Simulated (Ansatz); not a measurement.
# AlGeH₃ (singlet): the correlation ladder, cc-pVDZ

The task here is to estimate one member of a computed series from the others.

The runs use Ansatz 0.2.0, Gaussian basis; cc-pVDZ, core rule «outside noble gas», up to 19 orbitals frozen.

The runs, in order: UHF; CCSD(T) on RHF; BCCD(T) on RHF; CISD; CCSDT(Q) on RHF; CCSDTQ on RHF; CASSCF and MRCISD+Q, 10 electrons in 11 orbitals; CASSCF and NEVPT2, 10 electrons in 11 orbitals.

3 further runs of the same task are left out: 3 set aside as unsound or not needed.

**The geometry**

The geometry is a PBE0/def2-TZVP stationary point (not a proven minimum). No spin-orbit coupling is included. The filled d shell of Ge may be among the frozen orbitals whatever the setting's name suggests; the logs give the count.

5 atoms, charge 0, spin multiplicity 1.

Atoms are counted from 1 here; the program's logs count them from 0.

Bond lengths: Ge1–Al2 2.489 Å, Ge1–H3 1.666 Å, Ge1–H4 1.666 Å, Ge1–H5 1.569 Å, Al2–H3 1.966 Å, Al2–H4 1.966 Å. Angles: Al2–Ge1–H3 52.0°, Al2–Ge1–H4 52.0°, Al2–Ge1–H5 136.6°, H3–Ge1–H4 79.6°, H3–Ge1–H5 97.5°, H4–Ge1–H5 97.5°, Ge1–Al2–H3 41.9°, Ge1–Al2–H4 41.9°, H3–Al2–H4 65.7°, Ge1–H3–Al2 86.1°, Ge1–H4–Al2 86.1°.

The first run:

Contents of in.yaml:

```yaml
crystal:
  periodic: [false, false, false]
  atoms:
    - {symbol: Ge, position_ang: [-0.042193, 0.000000, 0.662306]}
    - {symbol: Al, position_ang: [0.019956, 0.000001, -1.825711]}
    - {symbol: H, position_ang: [0.749707, -1.065978, -0.343663]}
    - {symbol: H, position_ang: [0.749700, 1.065983, -0.343662]}
    - {symbol: H, position_ang: [1.007150, 0.000002, 1.828832]}
basis:
  gaussian: {orbitals: cc-pVDZ}
magnetization: {spin_polarized: true, initial_magnetization: 0}
hamiltonian: {xc: hf}
output: {orbitals: {seedname: orbitals}}
```

The run is started by

```console
> ansatz run in.yaml --threads 1 --pin off --events-out ev --progress --plain --max-ram 2816MiB --backend cpu
```

Among the steps run: UHF; CCSD(T) on RHF; BCCD(T) on RHF; CISD; CCSDT(Q) on RHF; CCSDTQ on RHF; CASSCF and MRCISD+Q, 10 electrons in 11 orbitals; CASSCF and NEVPT2, 10 electrons in 11 orbitals.

One table of the session follows, with a row left open; its other results are not shown here.

| method | from RCCSDTQ (meV) |
| --- | --- |
| RHF | ? |
| RMP2 | +1300.5 |
| CISD | +728.3 |
| RCCSD | +238.3 |
| RCCSD(T) | +47.3 |
| BCCD(T) | +46.2 |
| RCCSDT | +12.4 |
| RCCSDT(Q) | +1.0 |
| RCCSDTQ | 0 |
| CASSCF valence | +3168.1 |
| NEVPT2 valence | +821.0 |
| MRCISD valence | +218.3 |
| MRCISD+Q valence | +18.0 |

**Question.** Estimate the row for RHF.

As computed: from RCCSDTQ (meV): +5673.4. In the column «from RCCSDTQ (meV)» it is the highest.
